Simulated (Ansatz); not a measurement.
# CH5NSSi: the cost of one run

Program: Ansatz 0.2.0. Level of theory: RKS PBE/6-31G*. These are calculated values, not measurements.

## 1. The starting structure

Bond lengths: C1–N2 1.247 Å, N2–Si3 1.716 Å, Si3–S4 2.153 Å, C1–H5 1.093 Å, C1–H6 1.087 Å, Si3–H7 1.455 Å, Si3–H8 1.456 Å, S4–H9 1.323 Å. Angles: C1–N2–Si3 136.3°, N2–C1–H5 124.9°, N2–C1–H6 119.1°, H5–C1–H6 116.0°, N2–Si3–S4 103.0°, N2–Si3–H7 103.1°, N2–Si3–H8 121.7°, S4–Si3–H7 109.9°, S4–Si3–H8 103.8°, H7–Si3–H8 114.4°, Si3–S4–H9 96.0°.

Coordinates:

```xyz
9

C    -0.1010    1.3774   -1.1113
N     0.1199    0.7301   -0.0681
Si    0.5423   -0.8862    0.3236
S    -1.1551   -1.5713    1.4562
H    -0.0314    0.9734   -2.1242
H    -0.3809    2.4252   -1.0347
H     1.6910   -0.7246    1.2010
H     0.7078   -1.9053   -0.7035
H    -1.3926   -0.4189    2.0610
```

## 2. Relaxing the start

input.yaml

```yaml
crystal:
  periodic: [false, false, false]
  atoms:
    - { symbol: C, position_ang: [-0.10103, 1.37736, -1.1113] }
    - { symbol: "N", position_ang: [0.11989, 0.73012, -0.0681] }
    - { symbol: Si, position_ang: [0.54227, -0.88618, 0.32358] }
    - { symbol: S, position_ang: [-1.15513, -1.57126, 1.45618] }
    - { symbol: H, position_ang: [-0.03143, 0.97343, -2.12421] }
    - { symbol: H, position_ang: [-0.38089, 2.4252, -1.03469] }
    - { symbol: H, position_ang: [1.69105, -0.72457, 1.20102] }
    - { symbol: H, position_ang: [0.70784, -1.90526, -0.70348] }
    - { symbol: H, position_ang: [-1.39257, -0.41885, 2.06099] }
basis:
  gaussian: { orbitals: "6-31G*" }
hamiltonian:
  xc: pbe
relax:
  f_tol: 0.02
  max_steps: 40
scf:
  lower_state_search: "off"
```

Command:

```console
$ ansatz run input.yaml --threads 1 --pin off --max-ram 2048MiB --backend cpu --events-out ev --progress --plain --runs-dir out
```

Q: Estimate wall time and peak memory on 1 thread of Intel Xeon Platinum 8488C (Sapphire Rapids), shared host.

About 22 s, with a peak of 0.15 GiB.
